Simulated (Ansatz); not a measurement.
# W (Pbcm) in Ansatz: reference runs

Reference runs on W: the cell as given and a disturbed copy.

Everything below comes from runs of Ansatz 0.2.0. Logs are shortened: lines on timing, memory, paths and dates and some standing lists are left out, and cuts for length are marked.

**1. Starting point**

It takes space group Pbcm (No. 57, orthorhombic). The conventional cell has a = 2.810 Å, b = 4.864 Å, c = 4.924 Å, α = 90.00°, β = 90.00°, γ = 90.00°. W (site symmetry m) is surrounded by 12 W at 2.70 to 3.06 Å.

This isn't the form of W at room conditions, which is bcc.

**2. Single point, PBEsol**

input.yaml

```yaml
crystal:
  lattice:
    - [2.809662, 0.0, 0.0]
    - [0.0, 4.86387, 0.0]
    - [0.0, 0.0, 4.923695]
  atoms:
    - { symbol: W, position: [0.793172, 0.936843, 0.75] }
    - { symbol: W, position: [0.206828, 0.436843, 0.75] }
    - { symbol: W, position: [0.206828, 0.063157, 0.25] }
    - { symbol: W, position: [0.793172, 0.563157, 0.25] }
kpoints:
  mp_grid: { grid: [9, 6, 6] }
scf:
  occupations: { method: fermi_dirac, width: 0.05 }
hamiltonian:
  xc: pbesol
  pseudopotentials: { kind: all_electron, lapw: { basis_error: 0.001 } }
output:
  forces: true
  stress: true
  eigenvalues: true
  populations: true
```

Potentials or basis: all-electron LAPW, scalar-relativistic.

Launch:

```bash
> ansatz run input.yaml --threads 2 --pin off --max-ram 8192MiB --backend cpu --events-out ev --progress --plain --runs-dir out
```

The log of the run:

```text
Warning: RAYON_NUM_THREADS=2 ignored (pool sized by the plan → 2); use --threads N
W: projections on atomic orbitals take those of the free atom 1s2 2s2 2p6 3s2 3p6 3d10 4s2 4p6 4d10 4f14 5s2 5p6 5d4 6s2, of charge +0.00 (hamiltonian.pseudopotentials.projection_atoms)
LAPW: plane waves up to 8.859 Å⁻¹, error target 1.0e-3 eV per atom; small_component_spin mean_spin; W in spheres of 1.348 Å, 44 of its electrons in bands, Dirac shells [] (how accurate: hamiltonian.pseudopotentials.lapw.basis_error, Limitations)
Engine: ansatz 0.2.0, aarch64-unknown-linux-gnu
Pseudopotentials: kind: all_electron
Pseudopotential: W, LAPW, valence charge 44, lapw/all_electron/scalar/gaussian/W, Koelling and Harmon's equation, gaussian nucleus
Functional definition: PBEsol
[... 53 lines left out ...]
        0.000000       0.000000     -10.665500
  P = ⅓ Tr σ = -10.5823 GPa (-105.823 kbar)
--- Band table (eV; the first three rows and the last of 80) ---
  k-point 0: bands = ["-390.4627", "-390.4627", "-390.4627", "-390.4627", "-390.4608", "-390.4608", "-390.4608", "-390.4608", "-390.4374", "-390.4374", "-390.4374", "-390.4374", "-205.7697", "-205.7697", "-205.7697", "-205.7697", "-205.7447", "-205.7447", "-205.7447", "-205.7447", "-205.7440", "-205.7440", "-205.7440", "-205.7440", "-205.7243", "-205.7243", "-205.7243", "-205.7243", "-205.7189", "-205.7189", "-205.7189", "-205.7189", "-46.9182", "-46.8409", "-46.8076", "-46.7589", "-11.7342", "-11.6779", "-11.5788", "-11.3262", "-10.8795", "-10.7528", "-10.7130", "-10.7097", "-10.6393", "-10.5748", "-10.5347", "-10.5221", "-1.1347", "-1.1287", "-1.1268", "-1.1268", "-1.1253", "-1.1246", "-1.1208", "-1.1201", "-1.1144", "-1.1127", "-1.1105", "-1.1102", "-1.1029", "-1.1022", "-1.0998", "-1.0977", "-1.0957", "-1.0953", "-1.0903", "-1.0876", "-1.0826", "-1.0797", "-1.0774", "-1.0687", "-1.0642", "-1.0611", "-1.0498", "-1.0493", "17.8359", "21.0966", "21.6863", "22.0266", "22.1224", "25.0179", "26.1961", "26.2338", "26.3809", "26.4519", "26.4668", "26.4864", "26.5366", "26.6862", "27.3590", "28.3699", "29.2646", "30.1837", "30.9333", "31.3236", "31.5862", "31.7294", "33.1194", "33.5241", "35.7003", "36.0233", "36.7444", "39.5753", "39.6127", "39.9330"]
  k-point 1: bands = ["-390.4627", "-390.4627", "-390.4627", "-390.4627", "-390.4608", "-390.4608", "-390.4608", "-390.4608", "-390.4374", "-390.4374", "-390.4374", "-390.4374", "-205.7697", "-205.7697", "-205.7697", "-205.7697", "-205.7447", "-205.7447", "-205.7447", "-205.7447", "-205.7440", "-205.7440", "-205.7440", "-205.7440", "-205.7243", "-205.7243", "-205.7243", "-205.7243", "-205.7189", "-205.7189", "-205.7189", "-205.7189", "-46.9131", "-46.8461", "-46.8044", "-46.7621", "-11.7416", "-11.6181", "-11.6001", "-11.2715", "-10.8812", "-10.7867", "-10.7691", "-10.7196", "-10.6252", "-10.5714", "-10.5373", "-10.5284", "-1.1342", "-1.1283", "-1.1279", "-1.1274", "-1.1263", "-1.1232", "-1.1209", "-1.1198", "-1.1143", "-1.1121", "-1.1120", "-1.1093", "-1.1031", "-1.1017", "-1.1014", "-1.0959", "-1.0954", "-1.0946", "-1.0894", "-1.0881", "-1.0847", "-1.0797", "-1.0765", "-1.0683", "-1.0643", "-1.0622", "-1.0498", "-1.0493", "18.0994", "20.9993", "21.3889", "22.1723", "22.6395", "24.8018", "24.9293", "26.0187", "26.2235", "26.2982", "26.3459", "26.4742", "26.8492", "27.2546", "27.8941", "28.6250", "29.4498", "30.2452", "30.8825", "30.8954", "31.5954", "31.7469", "32.2235", "33.3642", "36.2918", "36.5881", "36.7085", "39.7019", "40.2163", "40.3806"]
  k-point 2: bands = ["-390.4627", "-390.4627", "-390.4627", "-390.4627", "-390.4608", "-390.4608", "-390.4608", "-390.4608", "-390.4374", "-390.4374", "-390.4374", "-390.4374", "-205.7697", "-205.7697", "-205.7697", "-205.7697", "-205.7447", "-205.7447", "-205.7447", "-205.7447", "-205.7440", "-205.7440", "-205.7440", "-205.7440", "-205.7243", "-205.7243", "-205.7243", "-205.7243", "-205.7189", "-205.7189", "-205.7189", "-205.7189", "-46.8990", "-46.8603", "-46.7955", "-46.7711", "-11.7399", "-11.6520", "-11.4527", "-11.1439", "-10.9911", "-10.8732", "-10.8123", "-10.7468", "-10.5988", "-10.5637", "-10.5461", "-10.5445", "-1.1328", "-1.1292", "-1.1290", "-1.1283", "-1.1271", "-1.1229", "-1.1206", "-1.1174", "-1.1145", "-1.1143", "-1.1099", "-1.1089", "-1.1048", "-1.1012", "-1.1002", "-1.0980", "-1.0947", "-1.0913", "-1.0889", "-1.0887", "-1.0867", "-1.0809", "-1.0736", "-1.0672", "-1.0652", "-1.0648", "-1.0497", "-1.0495", "18.8238", "20.6010", "21.3941", "22.1740", "23.2942", "23.7192", "24.7448", "25.1590", "26.0423", "26.1416", "26.4526", "26.5220", "27.0157", "27.5543", "28.5706", "29.2872", "29.7990", "29.8729", "30.3709", "30.6066", "31.2553", "31.6355", "31.7371", "32.8282", "36.5158", "36.6433", "38.5436", "39.6737", "41.4189", "41.4613"]
  k-point 79: bands = ["-390.4627", "-390.4627", "-390.4627", "-390.4627", "-390.4608", "-390.4608", "-390.4608", "-390.4608", "-390.4374", "-390.4374", "-390.4374", "-390.4374", "-205.7697", "-205.7697", "-205.7697", "-205.7697", "-205.7447", "-205.7447", "-205.7447", "-205.7447", "-205.7440", "-205.7440", "-205.7440", "-205.7440", "-205.7243", "-205.7243", "-205.7243", "-205.7243", "-205.7189", "-205.7189", "-205.7189", "-205.7189", "-46.7898", "-46.7898", "-46.7898", "-46.7898", "-11.6594", "-11.6594", "-11.6594", "-11.6594", "-10.9794", "-10.9794", "-10.9794", "-10.9794", "-10.8071", "-10.8071", "-10.8071", "-10.8071", "-1.1314", "-1.1314", "-1.1314", "-1.1314", "-1.1224", "-1.1224", "-1.1224", "-1.1224", "-1.1095", "-1.1095", "-1.1095", "-1.1095", "-1.0996", "-1.0996", "-1.0996", "-1.0996", "-1.0829", "-1.0829", "-1.0829", "-1.0829", "-1.0803", "-1.0803", "-1.0803", "-1.0803", "-1.0661", "-1.0661", "-1.0661", "-1.0661", "21.5119", "21.5119", "21.5119", "21.5119", "23.5439", "23.5439", "23.5439", "23.5439", "27.3782", "27.3782", "27.3782", "27.3782", "28.9125", "28.9125", "28.9125", "28.9125", "31.4357", "31.4357", "31.4357", "31.4357", "32.4070", "32.4070", "32.4070", "32.4070", "37.1851", "37.1851", "37.1851", "37.1851", "40.7207", "40.7207"]
--- Löwdin populations: 4 sites ---
  site symbol       q [e]
     0      W     73.8765
     1      W     73.8765
     2      W     73.8765
     3      W     73.8765
  spilling = 0.001668 (of n_electrons = 296.000000)
```

Run time: 2.2 min. Hardware: 2 threads of Arm Neoverse V1, shared host; peak memory 1.2 GiB.

What came out:

```yaml
Free_energy: -1756293.8139 eV
Pressure: -10.6 GPa
Largest_force: 0.070 eV/Å
Band_gap_on_the_k_mesh: none (metal or under the smearing width)
```

Forces in eV/Å, atoms in the order of the input:
```
W   -0.009  0.070  0.000
W    0.009  0.070  0.000
W    0.009 -0.070  0.000
W   -0.009 -0.070  0.000
```

Levels at points of the mesh, in eV from the Fermi level:
```csv
k point,band 86,band 87,band 88,band 89,band 90,band 91
"(0.00, 0.00, 0.00)",-0.38,-0.36,-0.34,-0.29,-0.14,0.53
"(0.00, 0.00, -0.50)",-0.81,-0.14,-0.14,0.68,0.68,1.77
"(0.00, -0.50, 0.00)",-1.46,0.32,0.32,0.36,0.36,0.84
"(0.00, -0.50, -0.50)",-1.16,-1.16,-1.16,1.66,1.66,1.66
```

**3. Equation of state, PBEsol**

Potentials or basis: all-electron LAPW, scalar-relativistic.

No new run: the results of the series are fitted here.

What came out:

```yaml
Equilibrium_volume: 16.18 Å³/atom
Bulk_modulus_at_fixed_shape_and_positions: 297 GPa
Pressure_derivative_of_the_bulk_modulus: 4.2
```

Energy against volume, from the lowest point:
```
volume (Å³/atom)  energy (meV/atom)
          15.812               8.15
          16.149               0.00
          16.485               4.95
          16.822              21.69
          17.158              49.03
          17.494              85.90
          17.831             131.31
```

Caveat: the cell was scaled at fixed shape and fractional positions, which overstates the stiffness of a crystal with free parameters, most of all of layers and chains. The run has no spin-orbit coupling, so splittings on W are missing.

**4. Single point, PBEsol (atoms moved at random, drawn with an rms of 0.05 Å)**

input.yaml

```yaml
crystal:
  lattice:
    - [2.809662, 0.0, 0.0]
    - [0.0, 4.86387, 0.0]
    - [0.0, 0.0, 4.923695]
  atoms:
    - { symbol: W, position: [0.804038, 0.929126, 0.751508] }
    - { symbol: W, position: [0.211697, 0.438194, 0.761377] }
    - { symbol: W, position: [0.217005, 0.05754, 0.247906] }
    - { symbol: W, position: [0.81267, 0.561354, 0.251297] }
kpoints:
  mp_grid: { grid: [9, 6, 6] }
scf:
  occupations: { method: fermi_dirac, width: 0.05 }
hamiltonian:
  xc: pbesol
  pseudopotentials: { kind: all_electron, lapw: { basis_error: 0.001 } }
output:
  forces: true
  stress: true
  eigenvalues: true
  populations: true
```

Launch:

```bash
> ansatz run input.yaml --threads 2 --pin off --max-ram 8192MiB --backend cpu --events-out ev --progress --plain --runs-dir out
```

It took 12 min on 2 threads of Arm Neoverse V1, shared host; peak memory 2.3 GiB.

It converged, with:

* Free energy: -1756293.7801 eV
* Pressure: -9.8 GPa
* Largest force: 0.746 eV/Å
* Band gap on the k mesh: none (metal or under the smearing width)

Forces in eV/Å, atoms in the order of the input:
```
W    0.009  0.514 -0.214
W    0.141 -0.425 -0.596
W    0.017  0.164  0.385
W   -0.167 -0.253  0.425
```

Stress tensor (GPa, compression positive):
```
 -9.61   0.39   0.47
  0.39  -9.86  -0.63
  0.47  -0.63 -10.08
```

Levels at points of the mesh, in eV from the Fermi level:
| k point | band 85 | band 86 | band 87 | band 88 | band 89 | band 90 | band 91 | band 92 |
| --- | --- | --- | --- | --- | --- | --- | --- | --- |
| (0.00, 0.00, 0.00) | -0.51 | -0.47 | -0.37 | -0.31 | -0.25 | -0.13 | 0.57 | 1.56 |
| (0.00, 0.00, -0.50) | -0.90 | -0.88 | -0.13 | -0.09 | 0.65 | 0.67 | 1.69 | 1.93 |
| (0.00, -0.50, 0.00) | -1.52 | -1.50 | 0.16 | 0.32 | 0.35 | 0.40 | 0.82 | 0.95 |
| (0.00, -0.50, -0.50) | -1.33 | -1.20 | -1.15 | -1.09 | 1.61 | 1.67 | 1.75 | 1.78 |

The run has no spin-orbit coupling, so splittings on W are missing.

**5. The runs side by side**

```csv
task,cell,cutoff (eV),gap on the mesh (eV),pressure (GPa),largest force (eV/Å)
single point,as given,299,none,-10.6,0.07
equation of state,as given,-,-,-,-
single point,"atoms moved at random, drawn with an rms of 0.05 Å",313,none,-9.8,0.75
```

Alike in all rows: level PBEsol; potentials or basis all-electron LAPW, scalar-relativistic; no spin polarisation; k mesh 9 × 6 × 6; smearing fermi-dirac 0.05 eV; basis error allowed 0.001 eV/atom.

Caveats: the cell was scaled at fixed shape and fractional positions, which overstates the stiffness of a crystal with free parameters, most of all of layers and chains (some runs).

Compare energies only between runs with the same functional and basis.
